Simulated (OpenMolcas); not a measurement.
# La: CASSCF and CASPT2 terms and fine-structure levels

Which level of La lies lowest, and where do the others fall? The reference wave functions come first, then spin-orbit coupling, then second-order correlation under several settings.

The numbers are computed with OpenMolcas 26.06 (state-averaged CASSCF and CASPT2, spin-orbit coupling by RASSI with atomic mean-field integrals), except any that are marked as measured or tabulated.

### Step 1. Starting point

```
Species                           : La (lanthanum, Z = 57, 57 electrons)
Basis                             : ANO-RCC-VTZP [8s7p5d3f2g1h], 104 functions
Scalar Hamiltonian                : DKH2, point nucleus
Inactive shells                   : 1s 2s 2p 3s 3p 3d 4s 4p 4d 5s 5p
Active space                      : 3 electrons in 6 orbitals (5d 6s)
Some configurations of this space : 5d 6s2, 5d2 6s, 5d3
Orbitals                          : optimised for the ground-state spin in each parity, averaged over the low roots
```

Outer shells as boxes (Hund's rule):

5d 6s2
```
5d [↑ ][  ][  ][  ][  ]
6s [↑↓]
```

5d2 6s
```
5d [↑ ][↑ ][  ][  ][  ]
6s [↑ ]
```

5d3
```
5d [↑ ][↑ ][↑ ][  ][  ]
```

Each step is its own input file, run in one work folder so that later steps find the files of earlier ones. Labels, J, g values, rates, χT and fits are worked out afterwards by a script from the matrices that RASSI stores.

### Step 2. Basis and integrals

a.inp reads:

```
&GATEWAY
Coord
1

La 0.0 0.0 0.0
Basis=ANO-RCC-VTZP
Group=XYZ
NoMove
AngMom=0.0 0.0 0.0
AMFI
&SEWARD
```

### Step 3. Reference wave functions, doublets of even parity, 65 roots

a.inp reads:

```
&RASSCF
FileOrb=start.orb
Symmetry=1
Spin=2
nActEl=3 0 0
Inactive=15 12
Ras2=6 0
CIRoot=65 65 1
SDav=70
CIMx=300
Iter=120 100
PrWF=0.3
OrbListing=Nothing
MaxOrb=0
Atom
>>> COPY $Project.JobIph JOB001
```

start.orb holds the contracted functions of the basis, ordered by shell, or the orbitals of the step before.

### Step 4. Reference wave functions, quartets of even parity, 20 roots

a.inp reads:

```
&RASSCF
FileOrb=start.orb
Symmetry=1
Spin=4
nActEl=3 0 0
Inactive=15 12
Ras2=6 0
CIRoot=20 20 1
SDav=20
CIMx=300
Iter=120 100
PrWF=0.3
OrbListing=Nothing
MaxOrb=0
Atom
CIOnly
>>> COPY $Project.JobIph JOB002
```

### Step 5. State interaction with spin-orbit coupling

a.inp reads:

```
&RASSI
NrOfJobIphs=2 65 20
1 2 3 4 5 6 7 8 9 10 11 12 13 14 15 16 17 18 19 20 21 22 23 24 25 26 27
28 29 30 31 32 33 34 35 36 37 38 39 40 41 42 43 44 45 46 47 48 49 50 51
52 53 54 55 56 57 58 59 60 61 62 63 64 65
1 2 3 4 5 6 7 8 9 10 11 12 13 14 15 16 17 18 19 20
IphNames
JOB001
JOB002
EJob
SpinOrbit
DIPRint=1.0
SOCoupling=1000.0
Subsets=2
MEES
Property=10
'ANGMOM' 1 'ANGMOM' 2 'ANGMOM' 3 'MLTPL  1' 1 'MLTPL  1' 2 'MLTPL  1' 3
'AMFI' 1 'AMFI' 2 'AMFI' 3 'MLTPL  2' 6
SOProperty=3
'ANGMOM' 1 'ANGMOM' 2 'ANGMOM' 3
```

### Step 6. CASPT2: IPEA 0.25, imaginary shift 0.1 (closed shells correlated: 5s 5p)

a.inp reads:

```
>>> COPY JOB001 $Project.JobIph
&CASPT2
Multistate=65 1 2 3 4 5 6 7 8 9 10 11 12 13 14 15 16 17 18 19 20 21 22
23 24 25 26 27 28 29 30 31 32 33 34 35 36 37 38 39 40 41 42 43 44 45 46
47 48 49 50 51 52 53 54 55 56 57 58 59 60 61 62 63 64 65
Frozen=14 9
IPEA=0.25
Imaginary=0.1
MaxIter=60
WThr=0.0 0.3 0.05
PrWF=0.5
NoMix
>>> COPY JOB002 $Project.JobIph
&CASPT2
Multistate=20 1 2 3 4 5 6 7 8 9 10 11 12 13 14 15 16 17 18 19 20
Frozen=14 9
IPEA=0.25
Imaginary=0.1
MaxIter=60
WThr=0.0 0.3 0.05
PrWF=0.5
NoMix
```

### Step 7. CASPT2: IPEA 0, imaginary shift 0.1 (closed shells correlated: 5s 5p)

a.inp, as its differences from that of step 6:

```diff
@@ -6,3 +6,3 @@
 Frozen=14 9
-IPEA=0.25
+IPEA=0.0
 Imaginary=0.1
@@ -12,2 +12,3 @@
 NoMix
+Threshold=1.0e-9 1.0e-6
 >>> COPY JOB002 $Project.JobIph
@@ -16,3 +17,3 @@
 Frozen=14 9
-IPEA=0.25
+IPEA=0.0
 Imaginary=0.1
@@ -22 +23,2 @@
 NoMix
+Threshold=1.0e-9 1.0e-6
```

### Step 8. CASPT2: IPEA 0.25, imaginary shift 0.1 (closed shells correlated: 5s 5p), extended multistate

a.inp reads:

```
>>> COPY JOB001 $Project.JobIph
&CASPT2
XMultistate=65 1 2 3 4 5 6 7 8 9 10 11 12 13 14 15 16 17 18 19 20 21 22
23 24 25 26 27 28 29 30 31 32 33 34 35 36 37 38 39 40 41 42 43 44 45 46
47 48 49 50 51 52 53 54 55 56 57 58 59 60 61 62 63 64 65
Frozen=14 9
IPEA=0.25
Imaginary=0.1
MaxIter=60
WThr=0.0 0.3 0.05
PrWF=0.5
NoMix
>>> COPY JOB002 $Project.JobIph
&CASPT2
XMultistate=20 1 2 3 4 5 6 7 8 9 10 11 12 13 14 15 16 17 18 19 20
Frozen=14 9
IPEA=0.25
Imaginary=0.1
MaxIter=60
WThr=0.0 0.3 0.05
PrWF=0.5
NoMix
```

### Step 9. CASPT2: IPEA 0.25, imaginary shift 0.1 (closed shells correlated: none)

a.inp reads:

```
>>> COPY JOB001 $Project.JobIph
&CASPT2
Multistate=65 1 2 3 4 5 6 7 8 9 10 11 12 13 14 15 16 17 18 19 20 21 22
23 24 25 26 27 28 29 30 31 32 33 34 35 36 37 38 39 40 41 42 43 44 45 46
47 48 49 50 51 52 53 54 55 56 57 58 59 60 61 62 63 64 65
Frozen=15 12
IPEA=0.25
Imaginary=0.1
MaxIter=60
WThr=0.0 0.3 0.05
PrWF=0.5
NoMix
>>> COPY JOB002 $Project.JobIph
&CASPT2
Multistate=20 1 2 3 4 5 6 7 8 9 10 11 12 13 14 15 16 17 18 19 20
Frozen=15 12
IPEA=0.25
Imaginary=0.1
MaxIter=60
WThr=0.0 0.3 0.05
PrWF=0.5
NoMix
```

(Steps that only read results are left out.)

**Question.** What will these runs give? Wanted: lowest level; first excited level; lowest level of another term; spin-orbit lowering of the lowest level; strongest of the lines computed, by gA.

As calculated:

```
                                                                                   quantity                                                                        value
                                                                                     method  SS-CASPT2, IPEA 0.25, imaginary shift 0.1 (closed shells correlated: 5s 5p)
                                                                               lowest level                                  5d 6s2 2D 3/2, 96 % of that term, g = 0.787
                                                                ground level listed by NIST                                                                        2D3/2
                                                                        first excited level                                                   5d 6s2 2D 5/2 at 0.0897 eV
                                                               lowest level of another term                                                   5d2 6s 4F 3/2 at 0.2200 eV
                                                    spin-orbit lowering of the lowest level                                                                    0.0649 eV
strongest of the lines computed, by gA (one parity, so forbidden lines), at CASSCF energies                       5d3 2F 7/2 → 5d2 6s 2G 9/2, 602.5 nm, A = 7.77e+00 s⁻¹
```

What each method costs and misses:

| method | time of its own steps | time with the reference | mean absolute difference from method B (cm-1) |
| --- | --- | --- | --- |
| A. CASSCF | 47 s | 47 s | 2500 |
| B. SS-CASPT2, IPEA 0.25, imaginary shift 0.1, +5s 5p | 67 s | 1.9 min | 0 |
| C. SS-CASPT2, IPEA 0, imaginary shift 0.1, +5s 5p | 1.8 min | 2.6 min | 550 |
| D. XMS-CASPT2, IPEA 0.25, imaginary shift 0.1, +5s 5p | 45 s | 92 s | 2800 |
| E. SS-CASPT2, IPEA 0.25, imaginary shift 0.1, +none | 37 s | 85 s | 630 |

Times are of one thread on a shared host.

In words: The multiplet 2D is regular. Only the configurations of the active space and the roots asked for are present. The quartets rest on orbitals optimised for another spin in at least one step, which raises them against the optimised states. Not all states of the active space went into the spin-orbit step. CASPT2 does not keep the components of a term degenerate, and the means are used. Configurations with different d counts are hard to place against each other, and can be off by thousands to tens of thousands of cm-1. Only valence configurations of the active space appear, up to the ionisation limit; * or ° marks odd parity.
